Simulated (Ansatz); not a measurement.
# FH5O2Si (built from SMILES O.O[SiH2]F): a short trajectory

Aim: follow the atoms for 60 steps of 0.5 fs at constant energy, with velocities drawn for 300 K, and see to which side of the barrier the system falls.

Computed with Ansatz 0.2.0, Gaussian basis. Level: PBE0-D4/def2-SVP.

## Step 1: The system as given

The start, a first-order saddle point found at PBE0-D4 in triple zeta: 9 atoms, charge 0, spin multiplicity 1.

Atoms are counted from 1 here; the program's logs count them from 0.

Bond lengths: Si1–H3 1.475 Å, Si1–H4 1.471 Å, Si1–O5 1.670 Å, Si1–O7 1.823 Å, O5–H8 0.958 Å, H6–O7 1.101 Å, O7–H9 0.962 Å. Angles: H3–Si1–H4 126.1°, H3–Si1–O5 103.8°, H3–Si1–O7 110.9°, H4–Si1–O5 97.4°, H4–Si1–O7 115.6°, O5–Si1–O7 95.5°, Si1–O5–H8 116.8°, Si1–O7–H6 83.4°, Si1–O7–H9 116.0°, H6–O7–H9 119.3°.

As a file:

```mol
FH5O2Si
  3D, bonds by distance, orders not assigned

  9  7  0  0  0  0  0  0  0  0999 V2000
   -0.4203   -0.2286    0.3086 Si  0  0
    0.9051   -1.6688    0.3056 F   0  0
   -1.2923   -1.1617   -0.4294 H   0  0
   -0.2153   -0.2024    1.7652 H   0  0
   -1.2037    1.2398    0.1759 O   0  0
    1.4319   -0.7049   -0.3346 H   0  0
    1.0213    0.2497   -0.6995 O   0  0
   -1.6801    1.4038   -0.6393 H   0  0
    1.4534    1.0731   -0.4525 H   0  0
  1  3  8  0
  1  4  8  0
  1  5  8  0
  1  7  8  0
  5  8  8  0
  6  7  8  0
  7  9  8  0
M  END
```

## Step 2: The run

File md/in.yaml:

```yaml
crystal:
  periodic: [false, false, false]
  atoms:
    - {symbol: Si, position_ang: [-0.420311, -0.228589, 0.308560]}
    - {symbol: F, position_ang: [0.905138, -1.668780, 0.305570]}
    - {symbol: H, position_ang: [-1.292307, -1.161697, -0.429435]}
    - {symbol: H, position_ang: [-0.215308, -0.202400, 1.765225]}
    - {symbol: O, position_ang: [-1.203712, 1.239781, 0.175935]}
    - {symbol: H, position_ang: [1.431917, -0.704877, -0.334621]}
    - {symbol: O, position_ang: [1.021264, 0.249656, -0.699513]}
    - {symbol: H, position_ang: [-1.680126, 1.403790, -0.639288]}
    - {symbol: H, position_ang: [1.453445, 1.073116, -0.452532]}
basis:
  gaussian: {orbitals: def2-SVP}
hamiltonian: {xc: pbe0, dispersion: d4}
md: {n_steps: 60, timestep: 0.5, temperature: 300, ensemble: nve, seed: 612, initial_velocities: maxwell_boltzmann}
```

The run is started by

```sh
$ ansatz run in.yaml --threads 3 --pin off --events-out ev --progress --plain --max-ram 6092MiB
```

Before running it: what results should come out? Wanted: temperature at the start; mean temperature, second half; lowest and highest potential energy, from the first frame; largest change of potential + kinetic.

As calculated:

| quantity | value |
| --- | --- |
| length | 60 steps, 30.0 fs |
| temperature at the start | 300 K |
| mean temperature, second half | 153 K |
| lowest and highest potential energy, from the first frame | 0 and 195 meV |
| largest change of potential + kinetic | 3.2 meV |

By the last frame it has not clearly left the saddle region. With no thermostat the total energy should stay fixed; it holds within 3.2 meV, small beside the kinetic energy, so the time step serves. The temperature runs between 88 and 300 K.
